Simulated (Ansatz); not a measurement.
**The hafnium atom (triplet): the correlation ladder, def2-TZVP**

How much of the correlation energy of the hafnium atom (triplet) does each wave-function method recover here?

Program: Ansatz 0.2.0, Gaussian basis. Level of theory: def2-TZVP, core rule «outside noble gas», up to 4 orbitals frozen. These are calculated values, not measurements.

Plan: CCSD(T) on UHF; CISD; CCSDT(Q) on ROHF; CCSDT(Q) on UHF; CASSCF and MRCISD+Q, 4 electrons in 6 orbitals; CASSCF and MRCISD+Q(relaxed), 4 electrons in 6 orbitals; CASSCF and NEVPT4(SD), 4 electrons in 6 orbitals; CASSCF and NEVPT2, 4 electrons in 6 orbitals; Full CI.

4 further runs of the same task are left out: 4 set aside as unsound or not needed.

### 1 The atom

A free atom, in its lowest state of this spin that the program finds. No spin-orbit coupling is included. Elements past krypton take def2 core potentials.

1 atom, charge 0, spin multiplicity 3.

### 2 CCSD(T) on UHF

The input, in.yaml:

```yaml
crystal:
  periodic: [false, false, false]
  atoms:
    - {symbol: Hf, position_ang: [0.000000, 0.000000, 0.000000]}
basis:
  gaussian: {orbitals: def2-TZVP}
magnetization: {spin_polarized: true, initial_magnetization: 2}
correlation: {method: ccsd_t, electrons: outside_noble_gas}
```

Launch:

```console
$ ansatz run in.yaml --threads 1 --pin off --events-out ev --progress --plain --max-ram 3916MiB
```

After this run come: CISD; CCSDT(Q) on ROHF; CCSDT(Q) on UHF; CASSCF and MRCISD+Q, 4 electrons in 6 orbitals; CASSCF and MRCISD+Q(relaxed), 4 electrons in 6 orbitals; CASSCF and NEVPT4(SD), 4 electrons in 6 orbitals; CASSCF and NEVPT2, 4 electrons in 6 orbitals; Full CI.

Before running them: what should the planned runs give, taken together? Wanted: FCI below the UHF energy; UMP2 from FCI; UCCSD(T) from FCI; UCCSDT(Q) from FCI; NEVPT2 valence from FCI; NEVPT4(SD) valence from FCI; MRCISD+Q valence from FCI; effectively unpaired electrons.

The runs gave:

| quantity | value |
| --- | --- |
| FCI below the UHF energy | -1.5603 eV |
| UMP2 from FCI | +40.7 kJ/mol |
| UCCSD(T) from FCI | -2.9 kJ/mol |
| UCCSDT(Q) from FCI | -6.3 kJ/mol |
| NEVPT2 valence from FCI | +61.5 kJ/mol |
| NEVPT4(SD) valence from FCI | +19.3 kJ/mol |
| MRCISD+Q valence from FCI | -4.5 kJ/mol |
| levels within 1 kcal/mol (43 meV) | UCCSD, UCCSD(T) |
| effectively unpaired electrons | 2.12 |

In words: UCCSD(T) misses by -2.9 kJ/mol, 1.9 % of the correlation energy. UCCSD(T), UCCSDT, UCCSDT(Q), MRCISD+Q valence, MRCISD+Q(relaxed) valence fall below full CI: unrestricted runs freeze a spin-polarised core, another one than full CI's, and coupled cluster isn't variational. One determinant dominates. Of the multireference levels listed MRCISD+Q valence comes nearest in total energy (-4.5 kJ/mol), which doesn't show that its space is the better one. These misses are within one basis, not against nature; the frozen cores of restricted and unrestricted runs differ, which can shift their rows.
